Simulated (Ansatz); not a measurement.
This script for the Python package of Ansatz (0.2.0) starts 4 runs on C2H2BClO, SMILES ClBC1=CO1. What input does the engine get in each?

`methods_c2h2bclo.py`
```python
from dataclasses import dataclass
from pathlib import Path

import ansatz as az
from ase import Atoms
import numpy as np


@dataclass(frozen=True)
class Settings:
    basis: str = "def2-SVP"


cfg = Settings()

atoms = Atoms(["Cl", "B", "C", "C", "O", "H", "H"], positions=[
    [-2.1524, 0.4988, 1.6388],
    [-0.6254, -0.2327, 1.0758],
    [-0.0323, 0.1659, -0.3083],
    [1.0603, 0.0412, -1.218],
    [-0.047, 0.8932, -1.4701],
    [-0.0819, -1.0086, 1.7623],
    [1.94, -0.4258, -1.5262],
])
mol = az.Crystal.molecule_from_ase(atoms)

calculation = mol.calculation().basis(gaussian=cfg.basis)

print("functional    E (Ha)        dipole (D)   HOMO (eV)  LUMO (eV)")
for name in ["cam_b3lyp", "lc_wpbe", "lda", "blyp"]:
    summary = calculation.functional(name).forces().orbitals().run(runs_dir="runs").report
    lines = Path(summary["orbitals_path"]).read_text().splitlines()
    field_of = lambda key: [line.split("=")[1].strip() for line in lines if line.startswith(key)]
    orbitals = [(27.211386 * float(e), s, float(n)) for e, s, n in zip(field_of("Ene="), field_of("Spin="), field_of("Occup="))]
    homo = max(e for e, _, n in orbitals if n > 0.5)
    lumo = min(e for e, _, n in orbitals if n < 0.5)
    dipole = 4.803205 * np.linalg.norm(summary["charge_distribution"]["dipole_moment_e_ang"])
    print(f"{name:10s} {summary['free_energy_ev'] / 27.211386246:14.6f} {dipole:9.3f} {homo:11.3f} {lumo:10.3f}")
```

Run 1:
```yaml
crystal:
  periodic: [false, false, false]
  atoms:
    - { symbol: Cl, position_ang: [-2.1524, 0.4988, 1.6388] }
    - { symbol: B, position_ang: [-0.6254, -0.2327, 1.0758] }
    - { symbol: C, position_ang: [-0.0323, 0.1659, -0.3083] }
    - { symbol: C, position_ang: [1.0603, 0.0412, -1.218] }
    - { symbol: O, position_ang: [-0.047, 0.8932, -1.4701] }
    - { symbol: H, position_ang: [-0.0819, -1.0086, 1.7623] }
    - { symbol: H, position_ang: [1.94, -0.4258, -1.5262] }
basis:
  gaussian:
    orbitals: def2-SVP
hamiltonian:
  xc: cam_b3lyp
output:
  orbitals: {}
  forces: true
```

Run 2, against run 1:
```diff
-  xc: cam_b3lyp
+  xc: lc_wpbe
```

Run 3, against run 1:
```diff
-  xc: cam_b3lyp
+  xc: lda
```

Run 4, against run 1:
```diff
-  xc: cam_b3lyp
+  xc: blyp
```

Output of `python methods_c2h2bclo.py`:
```text
functional    E (Ha)        dipole (D)   HOMO (eV)  LUMO (eV)
cam_b3lyp     -637.184993     3.307      -7.096     -1.964
lc_wpbe       -637.005172     3.486      -8.376     -0.969
lda           -634.260089     3.245      -4.947     -4.217
blyp          -637.218325     3.146      -4.563     -3.765
```

Total energies depend on the basis set; only differences at equal settings carry meaning. The geometry is a force-field or estimated start, not a minimum of this method, and the basis set is short of its limit. A lower total doesn't mark the better method: functionals have no common bound, and MP2 and coupled cluster aren't variational. Levels such as HOMO and LUMO are orbital energies: with these approximate functionals they aren't the ionisation energy and electron affinity, and their gap isn't the fundamental gap. Hardware and time: 9.3 s on 1 thread of Arm Neoverse V2, with other jobs on the host, peak memory 0.24 GiB.

(Lines on the test bed's own set-up are left out of the output.)
